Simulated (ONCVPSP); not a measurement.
# Cl: generating and testing an ONCV potential

Task: generate the file, and judge it by its errors in other configurations, its logarithmic derivatives, its ghosts and its cutoff.

Method: ONCVPSP 4.0.1.1 (patched build), PBE, scalar-relativistic.

### 1 The design

The settings as typed:

| Property | Result |
| --- | --- |
| element | chlorine (Cl, Z = 17) |
| type | optimised norm-conserving Vanderbilt (ONCV) |
| frozen core | [Ne] |
| valence charge | 7 |
| reference configuration | 3s2 3p5 |
| partial waves | 3s: rc 1.24 bohr, ncon 4, nbas 7, qcut 5.3 1/bohr, 2 projectors, debl 1.6 Ha; 3p: rc 1.14 bohr, ncon 4, nbas 8, qcut 7.7 1/bohr, 1 projector |
| local potential | polynomial inside 1.02 bohr (lpopt 2, dvloc0 3 Ha) |
| core correction | polynomial model core, fcfact 0.2 |

The outer shells as boxes (Hund's rule for the drawing; the calculation is spin-unpolarised):

```
[Ne] core
3s [↑↓]
3p [↑↓][↑↓][↑ ]
```

### 2 Generating the potential

Contents of Cl.dat:

```
# ATOM AND REFERENCE CONFIGURATION
# atsym  z   nc   nv     iexc    psfile
  Cl 17.00    3    2        4      upf
#
#   n    l    f
    1    0    2.00
    2    0    2.00
    2    1    6.00
    3    0    2.00
    3    1    5.00
#
# PSEUDOPOTENTIAL AND OPTIMIZATION
# lmax
    1
#
#   l,   rc,      ep,       ncon, nbas, qcut
    0    1.24    0.00    4    7    5.30
    1    1.14    0.00    4    8    7.70
#
# LOCAL POTENTIAL
# lloc, lpopt,  rc(5),   dvloc0
    4    2    1.02    3.00
#
# VANDERBILT-KLEINMAN-BYLANDER PROJECTORs
# l, nproj, debl
    0    2    1.60
    1    1    3.00
#
# MODEL CORE CHARGE
# icmod, fcfact, rcfact
    1    0.20    0.00
#
# LOG DERIVATIVE ANALYSIS
# epsh1, epsh2, depsh
   -2.00    5.00    0.02
#
# OUTPUT GRID
# rlmax, drl
    6.00    0.01
#
# TEST CONFIGURATIONS
# ncnf
    4
# nvcnf
#   n    l    f
    2
    3    0    2.00
    3    1    4.00
#
    2
    3    0    2.00
    3    1    3.00
#
    2
    3    0    2.00
    3    1    2.00
#
    2
    3    0    1.00
    3    1    6.00
#
```

Launch:

```bash
$ oncvpsp.x < Cl.dat > Cl.out
```

Q: Predict the outcome of this session. Wanted: cutoffs for 1 and 0.1 mHa per electron, occupied waves; bound ghosts; GHOST(+) flags; largest test error; largest phase difference near zero energy, channels read; rms error of d²Exc/dn², without and with the model core.

**Answer**, as computed:

```
                                                quantity                 value
  cutoffs for 1 and 0.1 mHa per electron, occupied waves       17 Ha and 90 Ha
                                            bound ghosts            none found
                                          GHOST(+) flags    none at low energy
                            largest test error (AE − PS)  +69 meV, for 3s2 3p2
largest phase difference near zero energy, channels read             0.005 rad
 rms error of d²Exc/dn², without and with the model core     1.60 and 0.54 mHa
```

In words: By total energies transferability is fair: the largest error is 69 meV on 77.6 eV, for 3s2 3p2. That test lies far up in energy; among those under 40 eV, nearer to bonding, the largest error is 21 meV. The potential is soft on the atom at that tolerance: the looser tolerance needs 17 Ha. The tighter tolerance needs 90 Ha, and converged work needs a cutoff nearer that. At the looser tolerance the 3s wave is the slowest; 3p needs 8 Ha. No bound ghost shows below the valence levels. Near zero energy the phases of the channels with partial waves agree within 0.005 rad. All of this concerns the isolated atom, not yet a solid.
